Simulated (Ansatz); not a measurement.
**RPA@PBE0/def2-SVP run of CH3ClF2Si (SMILES C[Si](F)(F)Cl)**

Aim: the vertical ionisation energy of CH3ClF2Si at RPA@PBE0/def2-SVP, from 2 runs. 

The results are computed with Ansatz 0.2.0.

126 further runs of the same task are left out: 126 set aside as unsound or not needed.

## (1) The system as given

CH3ClF2Si has 8 atoms, charge 0, and is taken as a singlet. As SMILES, `C[Si](F)(F)Cl`. The coordinates come from a PBE0-D4/def2-TZVP relaxation.

Bond lengths: C1–Si2 1.832 Å, Si2–F3 1.582 Å, Si2–F4 1.582 Å, Si2–Cl5 2.029 Å, C1–H6 1.092 Å, C1–H7 1.092 Å, C1–H8 1.091 Å. Some angles: C1–Si2–F3 111.0°, C1–Si2–F4 111.0°, C1–Si2–Cl5 112.6°, F3–Si2–F4 106.6°, F3–Si2–Cl5 107.7°, F4–Si2–Cl5 107.8°, Si2–C1–H6 110.1°, Si2–C1–H7 110.4°, Si2–C1–H8 110.4°, H6–C1–H7 108.6°.

## (2) The energy at RPA@PBE0/def2-SVP

Input file in.yaml:

```yaml
crystal:
  periodic: [false, false, false]
  atoms:
    - {symbol: C, position_ang: [-0.808500, -0.299000, 0.512200]}
    - {symbol: Si, position_ang: [0.690600, 0.151400, -0.439200]}
    - {symbol: F, position_ang: [1.987000, -0.472300, 0.219100]}
    - {symbol: F, position_ang: [0.616200, -0.415600, -1.914200]}
    - {symbol: Cl, position_ang: [0.963100, 2.158500, -0.560900]}
    - {symbol: H, position_ang: [-0.917100, -1.385400, 0.549800]}
    - {symbol: H, position_ang: [-0.740200, 0.080400, 1.533400]}
    - {symbol: H, position_ang: [-1.698800, 0.124800, 0.044100]}
basis:
  gaussian:
    orbitals: def2-SVP
hamiltonian:
  xc: pbe0
correlation:
  method: rpa
  frozen_orbitals: {C: 1, Cl: 5, F: 1, H: 0, Si: 5}
accuracy: high
```

The run is started by

```
$ ansatz run in.yaml --threads 1 --pin off --max-ram 3480MiB --events-out events.jsonl --progress --plain --runs-dir runs
```

Output:

```text
Warning: RAYON_NUM_THREADS=1 ignored (pool sized by the plan → 1); use --threads N
Functional definition: PBE0
  name "PBE0"
  parameter a = 0.25
  parameter kappa = 0.804
  parameter beta = 0.06672455060314922
  exchange = (1 - a)*pbe_x(kappa = kappa, mu = beta*pi^2/3) + a*exact_x
  correlation = pbe_c(beta = beta)
1970 factors; integrals over basis functions are off by at most 2.4e-8 eV
mean field evaluation 1: about -26894.1997 eV, gradient 5.3e1 eV
mean field evaluation 2: about -26894.3742 eV, gradient 5.3e1 eV
mean field evaluation 4: about -26899.7384 eV, gradient 6.1e0 eV
mean field evaluation 8: about -26899.8143 eV, gradient 6.0e-2 eV
mean field evaluation 16: about -26899.8143 eV, gradient 7.9e-6 eV
mean field -26899.81432975 eV, -988.5499432693 hartree, gradient 3.1e-8 eV, S^2 0.000000; 0 other end points of the search recorded, 0 dependent functions left out
13 core orbitals not correlated: weight in the atoms' cores, before any rotation towards them, 1.000 or more for the frozen orbitals, at most 0.000 for the correlated occupied ones
reference -26848.79736947 eV, -986.6751045594 hartree; 16, 16 occupied and 64, 64 virtual orbitals, 1970 factors
Total energy: -26876.90973778 eV, -987.7082150398 hartree
```

It took 12 s on 1 thread of Arm Neoverse V2, shared host; peak memory 0.33 GiB.

## (3) The doublet cation, same level

Input file in.yaml:

```yaml
crystal:
  periodic: [false, false, false]
  atoms:
    - symbol: C
      position_ang: [-0.808500, -0.299000, 0.512200]
    - symbol: Si
      position_ang: [0.690600, 0.151400, -0.439200]
    - symbol: F
      position_ang: [1.987000, -0.472300, 0.219100]
    - symbol: F
      position_ang: [0.616200, -0.415600, -1.914200]
    - symbol: Cl
      position_ang: [0.963100, 2.158500, -0.560900]
    - symbol: H
      position_ang: [-0.917100, -1.385400, 0.549800]
    - symbol: H
      position_ang: [-0.740200, 0.080400, 1.533400]
    - symbol: H
      position_ang: [-1.698800, 0.124800, 0.044100]
basis:
  gaussian: {orbitals: def2-SVP}
accuracy: high
correlation: {method: rpa, frozen_orbitals: {C: 1, Cl: 5, F: 1, H: 0, Si: 5}}
hamiltonian: {xc: pbe0}
magnetization: {spin_polarized: true, initial_magnetization: 1}
total_charge: 1
```

The run is started by

```
$ ansatz run in.yaml --threads 1 --pin off --max-ram 3480MiB --events-out events.jsonl --progress --plain --runs-dir runs
```

Output:

```text
Warning: RAYON_NUM_THREADS=1 ignored (pool sized by the plan → 1); use --threads N
[... 7 set-up lines as earlier in the session ...]
1969 factors; integrals over basis functions are off by at most 2.4e-8 eV
mean field evaluation 1: about -26874.5746 eV, gradient 5.8e1 eV
mean field evaluation 2: about -26874.7748 eV, gradient 5.8e1 eV
mean field evaluation 4: about -26886.9857 eV, gradient 1.3e1 eV
mean field evaluation 8: about -26887.8034 eV, gradient 1.1e0 eV
mean field evaluation 16: about -26887.8368 eV, gradient 5.9e-3 eV
mean field evaluation 32: about -26887.8368 eV, gradient 1.2e-5 eV
mean field evaluation 64: about -26878.0673 eV, gradient 4.0e1 eV
mean field -26887.83675821 eV, -988.1097756338 hartree, gradient 6.6e-8 eV, S^2 0.756148; 5 other end points of the search recorded, 0 dependent functions left out
13 core orbitals not correlated: weight in the atoms' cores, before any rotation towards them, 1.000 or more for the frozen orbitals, at most 0.000 for the correlated occupied ones
reference -26836.57650745 eV, -986.2259961637 hartree; 16, 15 occupied and 64, 65 virtual orbitals, 1969 factors
Total energy: -26865.07909272 eV, -987.2734468529 hartree
```

It took 34 s on 1 thread of Arm Neoverse V2, shared host; peak memory 0.69 GiB.

## (4) Summary of results

At RPA@PBE0/def2-SVP, 13 core orbitals frozen:

| quantity | value |
| --- | --- |
| singlet CH3ClF2Si: total energy | -987.70822 Eh |
| singlet CH3ClF2Si: RPA correlation energy (valence) | -1033.1 mEh |
| doublet cation: total energy | -987.27345 Eh |
| doublet cation: RPA correlation energy (valence) | -1047.5 mEh |
| doublet cation: ⟨S²⟩ of the reference determinant | 0.756 |
| vertical ionisation energy (to the doublet cation) | 11.831 eV |

**Reading.** Removing an electron at fixed nuclei costs 11.83 eV (273 kcal/mol).
